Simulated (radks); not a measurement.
# Exchange and kinetic functionals tested on atomic densities: Yb, Cd, B⁺, Sn³⁺, Pr³⁶⁺

One table from this session's results is given with a row withheld; the runs are named, their logs left out.

Method: non-relativistic Kohn-Sham, PBE, spin-polarised, spherical densities, point nucleus; open shells are filled with parallel spins first. Code: radks (a radial shooting solver on a logarithmic mesh, Libxc functionals) version 1.

**The system**

* species: Yb ([Xe] 4f14 6s2), Cd ([Kr] 4d10 5s2), B⁺ ([He] 2s2), Sn³⁺ ([Kr] 4d10 5s1), Pr³⁶⁺ ([Ar] 3d5)

Set-up of the first run:

The run's settings:

```text
Z 70
configuration [Xe] 4f14 6s2
relativity non-relativistic
functional pbe,pbe
spin polarised
nucleus point
```

Steps of the session up to this table: Yb, [Xe] 4f14 6s2.

One of the session's tables, all rows but one given; the rest of the session is left out.

It belongs to the step «Yb, [Xe] 4f14 6s2». Sizes of the orbitals, from the radial functions (bohr):

```
level     <r>  outermost maximum (interpolated)  90 % within  nodes
   3d  0.1974                             0.162        0.306      0
   4s  0.5270                             0.490        0.756      3
   4p       ?                                 ?            ?      ?
   4d  0.5627                             0.493        0.846      1
   5s   1.322                              1.17         1.92      4
   5p   1.507                              1.28         2.23      3
   4f  0.7467                             0.476         1.29      0
   6s   4.250                              3.61         6.31      5
```

Estimate the missing values for 4p.

As computed: <r>: 0.5370; outermost maximum (interpolated): 0.493; 90 % within: 0.781; nodes: 2. In the column «<r>» it lies between 4s (0.5270) and 4d (0.5627).
